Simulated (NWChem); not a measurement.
**One shape, several levels: C3H7I (SMILES CCCI)**

Aim: a comparison of 6 runs (B3LYP/def2-SVP, revPBE/def2-SVP, BLYP/def2-SVP, PBE0/def2-SVP, TPSS/def2-SVP, r2SCAN/def2-SVP) of C3H7I. 

The results are computed with NWChem 7.3.0.

### 1 Starting point

C3H7I: 11 atoms, total charge 0, spin state singlet. SMILES: `CCCI`. The shape is that of a PBE0-D4/def2-TZVP optimisation. This is one conformer, not always the lowest.

Bond lengths: C1–C2 1.517 Å, C2–C3 1.510 Å, C3–I4 2.153 Å, C1–H5 1.092 Å, C1–H6 1.092 Å, C1–H7 1.094 Å, C2–H8 1.094 Å, C2–H9 1.098 Å, C3–H10 1.089 Å, C3–H11 1.087 Å. Some angles: C1–C2–C3 114.5°, C2–C3–I4 113.1°, C1–C2–H8 110.4°, C1–C2–H9 109.5°, C3–C2–H8 109.5°, C3–C2–H9 106.4°, C2–C1–H5 110.9°, C2–C1–H6 111.1°, C2–C1–H7 111.1°, C2–C3–H10 112.4°.

### 2 Energy and forces at B3LYP/def2-SVP (core potential) (run 1)

run.py reads:

```python
from ase import Atoms
from ase.calculators.nwchem import NWChem

system = Atoms(['C', 'C', 'C', 'I', 'H', 'H', 'H', 'H', 'H', 'H', 'H'], positions=[
    [-0.125200, 1.299500, -0.133500],
    [0.263600, -0.096100, -0.582400],
    [0.133400, -1.155500, 0.486200],
    [-1.903200, -1.498100, 1.094200],
    [0.037200, 2.024800, -0.933000],
    [-1.178800, 1.342200, 0.150800],
    [0.467000, 1.614400, 0.730200],
    [-0.318100, -0.389200, -1.461100],
    [1.316300, -0.099900, -0.895100],
    [0.654300, -0.885400, 1.403800],
    [0.478900, -2.129600, 0.148100],
])

calc = NWChem(
    label='test',
    theory='dft',
    memory='2200 mb',
    basis='def2-SVP',
    basispar='spherical bse',
    dft={'xc': 'b3lyp', 'mult': '1', 'grid': 'fine', 'convergence': 'energy 1e-08', 'iterations': '100', 'mulliken': None, 'print': 'low'},
    **{'ecp bse': {'I library': 'def2-SVP'}},
)
system.calc = calc

forces = system.get_forces()
print("Total energy (eV):", round(system.get_potential_energy(), 6))
print("forces (eV/A):")
for s, f in zip(system.symbols, forces):
    print(f"{s:2s} {f[0]:10.5f} {f[1]:10.5f} {f[2]:10.5f}")
```

On the command line:

```console
$ export ASE_NWCHEM_COMMAND="nwchem PREFIX.nwi > PREFIX.nwo"
$ python run.py
```

Output:

```text
Total energy (eV): -11326.623654
forces (eV/A):
C     0.03445    0.00658   -0.06916
C     0.04314    0.05507    0.06469
C     0.14367    0.04021   -0.11745
I    -0.62025   -0.18826    0.23464
H     0.04289    0.23788   -0.22734
H    -0.28894    0.04474    0.07816
H     0.16563    0.11601    0.24971
H    -0.14141   -0.08526   -0.27027
H     0.28051   -0.00283   -0.10552
H     0.19443    0.06155    0.25526
H     0.14594   -0.28575   -0.09266
```

The calculator wrote test.nwi:

```
title "test"

permanent_dir test

scratch_dir test

start test

geometry units angstrom nocenter noautosym noautoz
  C  -1.2520000000000001e-01 1.2995000000000001e+00 -1.3350000000000001e-01
  C  2.6360000000000000e-01 -9.6100000000000005e-02 -5.8240000000000003e-01
  C  1.3339999999999999e-01 -1.1555000000000000e+00 4.8620000000000002e-01
  I  -1.9032000000000000e+00 -1.4981000000000000e+00 1.0942000000000001e+00
  H  3.7199999999999997e-02 2.0247999999999999e+00 -9.3300000000000005e-01
  H  -1.1788000000000001e+00 1.3422000000000001e+00 1.5079999999999999e-01
  H  4.6700000000000003e-01 1.6144000000000001e+00 7.3019999999999996e-01
  H  -3.1809999999999999e-01 -3.8919999999999999e-01 -1.4611000000000001e+00
  H  1.3163000000000000e+00 -9.9900000000000003e-02 -8.9510000000000001e-01
  H  6.5429999999999999e-01 -8.8539999999999996e-01 1.4037999999999999e+00
  H  4.7889999999999999e-01 -2.1295999999999999e+00 1.4810000000000001e-01
end

memory 2200 mb

basis spherical bse noprint
   * library def2-SVP
end

dft
  xc b3lyp
  mult 1
  grid fine
  convergence energy 1e-08
  iterations 100
  mulliken
  print low
end
ecp bse
  I library def2-SVP
end

task dft gradient
```

test.nwo:

```text
Northwest Computational Chemistry Package (NWChem) 7.3.0
             --------------------------------------------------------

           Job information
           ---------------

    nwchem branch   = 7.3.0
    use scalapack   = T
    input           = test.nwi
    prefix          = test.
    data base       = test/test.db
    status          = startup
    nproc           =        1

           Memory information
           ------------------

[... 5 lines left out ...]
    hardfail = no
[... 38 lines left out ...]
            Nuclear Dipole moment (a.u.)
[... 97 lines left out ...]
         Total DFT energy =     -416.245745230518
[... 1 line left out ...]
           Coulomb energy =      487.780108101315
[... 1 line left out ...]
 Nuclear repulsion energy =      189.033431880417
[... 29 lines left out ...]
                         DFT ENERGY GRADIENTS

    atom               coordinates                        gradient
                 x          y          z           x          y          z
   1 C      -0.236594   2.455699  -0.252278   -0.000670  -0.000128   0.001345
   2 C       0.498132  -0.181603  -1.100576   -0.000839  -0.001071  -0.001258
   3 C       0.252089  -2.183578   0.918785   -0.002794  -0.000782   0.002284
[... 7 lines of this table left out ...]
  11 H       0.904990  -4.024360   0.279868   -0.002838   0.005557   0.001802

 Task  times  cpu:       24.7s     wall:       24.7s
 Total times  cpu:       24.7s     wall:       24.7s
```

It took 26 s on 1 thread of Intel Xeon Platinum 8559C (Emerald Rapids), shared host; peak memory 0.13 GiB.

### 3 Energy and forces at revPBE/def2-SVP (core potential) (run 2)

nw.nw reads:

```
start nw
title "C3H7I"
memory stack 880 mb heap 220 mb global 1100 mb

geometry units angstroms noautosym nocenter noautoz
   C    -0.125200    1.299500   -0.133500
   C     0.263600   -0.096100   -0.582400
   C     0.133400   -1.155500    0.486200
   I    -1.903200   -1.498100    1.094200
   H     0.037200    2.024800   -0.933000
   H    -1.178800    1.342200    0.150800
   H     0.467000    1.614400    0.730200
   H    -0.318100   -0.389200   -1.461100
   H     1.316300   -0.099900   -0.895100
   H     0.654300   -0.885400    1.403800
   H     0.478900   -2.129600    0.148100
end

basis spherical bse
   * library def2-SVP
end

ecp bse
   I library def2-SVP
end

dft
   xc revpbe cpbe96
   grid fine
   convergence energy 1e-08
   maxiter 100
   mulliken
   print low
end

task dft gradient
```

On the command line:

```console
$ nwchem nw.nw > nw.out
```

Output:

```text
[...]
 d= 0,ls=0.0,diis     1   -416.1074740456 -6.05D+02  9.90D-03  3.44D-01     3.3
[...]
 d= 0,ls=0.0,diis     8   -416.1501366648 -5.74D-10  4.73D-06  2.14D-07    21.7
         Total DFT energy =     -416.150136664771
      One electron energy =    -1051.845464980657
           Coulomb energy =      487.779671463461
    Exchange-Corr. energy =      -41.117775027992
 Nuclear repulsion energy =      189.033431880417
[...]
                         DFT ENERGY GRADIENTS
    atom               coordinates                        gradient
                 x          y          z           x          y          z
   1 C      -0.236594   2.455699  -0.252278   -0.001568   0.000665   0.002021
   2 C       0.498132  -0.181603  -1.100576    0.000328  -0.001963  -0.003077
   3 C       0.252089  -2.183578   0.918785    0.000156  -0.001677   0.003293
   4 I      -3.596527  -2.830999   2.067738    0.013845   0.004270  -0.005338
   5 H       0.070298   3.826317  -1.763114   -0.001439  -0.008120   0.007935
   6 H      -2.227609   2.536390   0.284971    0.010552  -0.001241  -0.002865
   7 H       0.882502   3.050774   1.379878   -0.005716  -0.003958  -0.008665
   8 H      -0.601122  -0.735481  -2.761079    0.005195   0.003120   0.009649
   9 H       2.487446  -0.188784  -1.691494   -0.010334   0.000340   0.003612
  10 H       1.236448  -1.673163   2.652797   -0.006424  -0.002351  -0.009953
  11 H       0.904990  -4.024360   0.279868   -0.004594   0.010915   0.003389
[...]
```

Run time: 28 s. Hardware: 1 thread of Intel Xeon Platinum 8559C (Emerald Rapids), shared host; peak memory 0.13 GiB.

Runs 3 to 4 aren't shown in full; the table further down has their settings and results.

### 4 Energy and gradient at TPSS/def2-SVP (core potential) (run 5)

Edit run.py of step 2 so:

```diff
@@ -18,3 +18,3 @@
 calc = NWChem(
-    label='test',
+    label='m1',
     theory='dft',
@@ -23,3 +23,3 @@
     basispar='spherical bse',
-    dft={'xc': 'b3lyp', 'mult': '1', 'grid': 'fine', 'convergence': 'energy 1e-08', 'iterations': '100', 'mulliken': None, 'print': 'low'},
+    dft={'xc': 'xtpss03 ctpss03', 'mult': '1', 'grid': 'fine', 'convergence': 'energy 1e-08', 'iterations': '100', 'mulliken': None},
     **{'ecp bse': {'I library': 'def2-SVP'}},
@@ -29,3 +29,3 @@
 forces = system.get_forces()
-print("Total energy (eV):", round(system.get_potential_energy(), 6))
+print(f"energy = {system.get_potential_energy():.6f} eV")
 print("forces (eV/A):")
@@ -33 +33,2 @@
     print(f"{s:2s} {f[0]:10.5f} {f[1]:10.5f} {f[2]:10.5f}")
+print("dipole (e A):", system.get_dipole_moment().round(4))
```

On the command line:

```console
$ export ASE_NWCHEM_COMMAND="nwchem PREFIX.nwi > PREFIX.nwo"
$ python run.py
```

Output:

```text
energy = -11321.654400 eV
forces (eV/A):
C     0.03718    0.06073   -0.03985
C     0.01095    0.06464    0.00879
C     0.15380    0.02257   -0.09621
I    -0.61640   -0.15946    0.22343
H     0.05775    0.28313   -0.30092
H    -0.39898    0.01882    0.10650
H     0.21705    0.12897    0.31635
H    -0.19633   -0.10994   -0.33579
H     0.37106   -0.01152   -0.11102
H     0.21515    0.08803    0.35358
H     0.14876   -0.38587   -0.12490
dipole (e A): [ 0.3656  0.1134 -0.1506]
```

The calculator wrote m1.nwi:

```
title "m1"

permanent_dir m1

scratch_dir m1

start m1

geometry units angstrom nocenter noautosym noautoz
  C  -1.2520000000000001e-01 1.2995000000000001e+00 -1.3350000000000001e-01
  C  2.6360000000000000e-01 -9.6100000000000005e-02 -5.8240000000000003e-01
  C  1.3339999999999999e-01 -1.1555000000000000e+00 4.8620000000000002e-01
  I  -1.9032000000000000e+00 -1.4981000000000000e+00 1.0942000000000001e+00
  H  3.7199999999999997e-02 2.0247999999999999e+00 -9.3300000000000005e-01
  H  -1.1788000000000001e+00 1.3422000000000001e+00 1.5079999999999999e-01
  H  4.6700000000000003e-01 1.6144000000000001e+00 7.3019999999999996e-01
  H  -3.1809999999999999e-01 -3.8919999999999999e-01 -1.4611000000000001e+00
  H  1.3163000000000000e+00 -9.9900000000000003e-02 -8.9510000000000001e-01
  H  6.5429999999999999e-01 -8.8539999999999996e-01 1.4037999999999999e+00
  H  4.7889999999999999e-01 -2.1295999999999999e+00 1.4810000000000001e-01
end

memory 2200 mb

basis spherical bse noprint
   * library def2-SVP
end

dft
  xc xtpss03 ctpss03
  mult 1
  grid fine
  convergence energy 1e-08
  iterations 100
  mulliken
end
ecp bse
  I library def2-SVP
end

task dft gradient
```

m1.nwo:

```text
Northwest Computational Chemistry Package (NWChem) 7.3.0
             --------------------------------------------------------

           Job information
           ---------------

    nwchem branch   = 7.3.0
    use scalapack   = T
    input           = m1.nwi
    prefix          = m1.
    data base       = m1/m1.db
    status          = startup
    nproc           =        1

           Memory information
           ------------------

[... 5 lines left out ...]
    hardfail = no
[... 114 lines left out ...]
  convergence criterion.
[... 38 lines left out ...]
          Spatial weights used:  Erf1
[... 32 lines left out ...]
 1-e energy   =   -1047.712000
[... 58 lines left out ...]
           Coulomb energy =      487.638735333119
[... 805 lines left out ...]
          Convergence on density requested:  1.00D-05
[... 24 lines left out ...]
          total energy or number of iterations.
[... 36 lines left out ...]
                 ----------------------------------------
                 |  Time  |  1-e(secs)   |  2-e(secs)   |
                 ----------------------------------------
                 |  CPU   |       0.07   |       3.08   |
                 ----------------------------------------
                 |  WALL  |       0.07   |       3.08   |
                 ----------------------------------------

 Task  times  cpu:       34.7s     wall:       34.7s
 Total times  cpu:       34.7s     wall:       34.7s
```

It took 36 s on 1 thread of Intel Xeon Platinum 8559C (Emerald Rapids), shared host; peak memory 0.13 GiB.

### 5 Energy and forces at r2SCAN/def2-SVP (core potential) (run 6)

c3h7i.nw reads:

```
start c3h7i
title "C3H7I"
memory stack 880 mb heap 220 mb global 1100 mb

geometry noautosym nocenter noautoz
  C    -0.125200    1.299500   -0.133500
  C     0.263600   -0.096100   -0.582400
  C     0.133400   -1.155500    0.486200
  I    -1.903200   -1.498100    1.094200
  H     0.037200    2.024800   -0.933000
  H    -1.178800    1.342200    0.150800
  H     0.467000    1.614400    0.730200
  H    -0.318100   -0.389200   -1.461100
  H     1.316300   -0.099900   -0.895100
  H     0.654300   -0.885400    1.403800
  H     0.478900   -2.129600    0.148100
end

basis "ao basis" spherical bse
  * library def2-SVP
end

ecp bse
  I library def2-SVP
end

dft
  xc r2scan
  mult 1
  grid fine
  convergence energy 1e-08
  iterations 100
  mulliken
end

task dft gradient
```

On the command line:

```console
$ nwchem c3h7i.nw > c3h7i.out
```

Output:

```text
[...]
          Wavefunction type:  closed shell.
          No. of atoms     :    11
          No. of electrons :    50
[...]
          Charge           :     0
          Spin multiplicity:     1
[...]
          AO basis - number of functions:   103
[...]
              XC Information
              --------------
                      r^2SCAN Method XC Functional
               r^2SCAN metaGGA Exchange Functional  1.000
                     r^2SCAN Correlation Potential  1.000
[...]
 d= 0,ls=0.0,diis     1   -416.1478344753 -6.05D+02  8.40D-03  2.89D-01     3.7
[...]
 d= 0,ls=0.0,diis     8   -416.1847805537 -1.19D-09  2.82D-06  8.76D-08    25.9
         Total DFT energy =     -416.184780553651
      One electron energy =    -1051.803792615215
           Coulomb energy =      487.733134458259
    Exchange-Corr. energy =      -41.147554277112
 Nuclear repulsion energy =      189.033431880417
[...]
      Total Density - Mulliken Population Analysis
     ---------------------------------------------
    Atom       Charge   Shell Charges
 -----------   ------   -------------------------------------------------------
    1 C    6     6.07   1.99  0.90  0.16  2.11  0.88  0.03
    2 C    6     6.06   1.99  0.92  0.16  2.10  0.86  0.04
    3 C    6     6.21   1.99  0.94  0.28  2.02  0.96  0.03
    4 I   25    25.08   0.22  1.83  1.32  0.61  3.12  2.93  2.61  2.39  9.79  0.26
    5 H    1     0.96   0.74  0.19  0.03
    6 H    1     0.95   0.74  0.18  0.03
    7 H    1     0.97   0.74  0.19  0.03
    8 H    1     0.95   0.75  0.18  0.02
    9 H    1     0.95   0.75  0.18  0.03
   10 H    1     0.91   0.74  0.14  0.03
[...]
  wavefunction    = closed shell
[...]
```

It took 35 s on 1 thread of Intel Xeon Platinum 8559C (Emerald Rapids), shared host; peak memory 0.13 GiB.

### 6 All runs side by side

| run | level | energy (Eh) | largest force (eV/Å) | wall time |
| --- | --- | --- | --- | --- |
| 1 | B3LYP/def2-SVP (core potential) | -416.245745 | 0.689 | 26 s |
| 2 | revPBE/def2-SVP (core potential) | -416.150137 | 0.794 | 28 s |
| 3 | BLYP/def2-SVP (core potential) | -416.004697 | 1.051 | 28 s |
| 4 | PBE0/def2-SVP (core potential) | -416.015562 | 0.341 | 26 s |
| 5 | TPSS/def2-SVP (core potential) | -416.063129 | 0.675 | 36 s |
| 6 | r2SCAN/def2-SVP (core potential) | -416.184781 | 0.509 | 35 s |

### 7 Summary of results

```
                       quantity          value
            run 6: total energy  -416.18478 Eh
           run 6: dipole moment         2.05 D
             run 6: HOMO energy       -6.20 eV
             run 6: LUMO energy       -1.22 eV
           run 6: HOMO–LUMO gap        4.98 eV
run 6: largest force on an atom     0.509 eV/Å
```

**Reading.** Among the runs that give it from their own density at one geometry, the dipole moment runs from 1.82 D (BLYP/def2-SVP) to 2.05 D (r2SCAN/def2-SVP). Among the like runs compared (one geometry, species and surroundings), the HOMO–LUMO gap runs from 4.43 eV (BLYP/def2-SVP) to 6.61 eV (PBE0/def2-SVP). Totals of different functionals can't be ranked against each other. All runs together took 3 min, the longest 36 s.
